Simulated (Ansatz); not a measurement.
# YSe: further runs on the relaxed cell

The task here is to estimate one member of a computed series from the others.

Computed with Ansatz 0.2.0 (DFT PBEsol, scalar-relativistic, plane waves, PAW, unless a step's input says otherwise).

1 further run of the same task is left out (set aside as unsound or not needed).

### The system as given

The structure is cubic, space group Fm-3m (No. 225). The conventional cell has a = 5.689 Å, b = 5.689 Å, c = 5.689 Å, α = 90.00°, β = 90.00°, γ = 90.00°. Y (site symmetry m-3m) has 6 Se at 2.84 Å in its first shell of neighbours. Se (site symmetry m-3m) is surrounded by 6 Y at 2.84 Å.

Structure file:

```
Y Se
1.0
     0.00000    2.84471    2.84471
     2.84471    0.00000    2.84471
     2.84471    2.84471    0.00000
Y Se
1 1
Direct
  0.50000 0.50000 0.50000
  0.00000 0.00000 0.00000
```

It is the result of an earlier relaxation at this level (volume 23.02 Å³/atom; gap on the mesh: none (metal)).

The first run:

input.yaml reads:

```yaml
crystal:
  lattice:
    - [0.0, 2.8447126585, 2.8447126585]
    - [2.8447126585, 0.0, 2.8447126585]
    - [2.8447126585, 2.8447126585, 0.0]
  atoms:
    - { symbol: "Y", position: [0.5, 0.5, 0.5] }
    - { symbol: Se, position: [0.0, 0.0, 0.0] }
basis:
  ecutwfc: 420
kpoints:
  mp_grid: { grid: [12, 12, 12] }
  band_path:
    path:
      - [[0.0, 0.0, 0.0], [0.5, 0.0, 0.5], [0.625, 0.25, 0.625]]
      - [[0.375, 0.375, 0.75], [0.0, 0.0, 0.0], [0.5, 0.5, 0.5], [0.5, 0.25, 0.75], [0.5, 0.0, 0.5]]
    npoints: 14
hamiltonian:
  xc: pbesol
scf:
  occupations: { method: gaussian, width: 0.1 }
  n_extra_bands: 6
output:
  forces: true
  stress: true
  eigenvalues: true
  populations: true
  dos: { projected: true, de: 0.02, nscf_kmesh: { grid: [18, 18, 18] } }
  bader: true
  write_density: true
  write_potential: true
  elf: true
  volumetric_format: npy
```

On the command line:

```console
> ansatz run input.yaml --threads 1 --pin off --max-ram 2560MiB --backend cpu --events-out ev --progress --plain --runs-dir out
```

Steps of the session up to this table: Static run: bands, density of states and charges; Volume × 0.97; The cell scaled to 1.03 of its volume; Volume × 0.94; The cell scaled to 1.06 of its volume.

One of the session's tables, all rows but one given; the rest of the session is left out.

It belongs to the step «Energy against volume». 

```
volume (Å³/atom)  energy above the lowest point (meV/atom)  pressure (GPa)
          21.639                                      24.9            6.16
          22.330                                       5.8            2.83
          23.021                                       0.0           -0.01
          23.711                                         ?               ?
          24.402                                      20.5           -4.47
```

Q: Estimate the row for volume (Å³/atom) = 23.711 from the others.

Worked estimate for «energy above the lowest point (meV/atom)». A straight line through the neighbours (23.021, 0.0) and (24.402, 20.5) gives 0.0 + (20.5 − 0.0) × (23.711 − 23.021) / (24.402 − 23.021) = 10.2; a parabola fitted to 3 rows on both sides gives 4.9.

The run gave: energy above the lowest point (meV/atom): 5.5; pressure (GPa): -2.42. In «energy above the lowest point (meV/atom)» the line misses by +4.7 and the parabola by -0.6.

To keep in mind: Spin polarisation is off in the runs that give these values; a magnetic solution could lie lower.
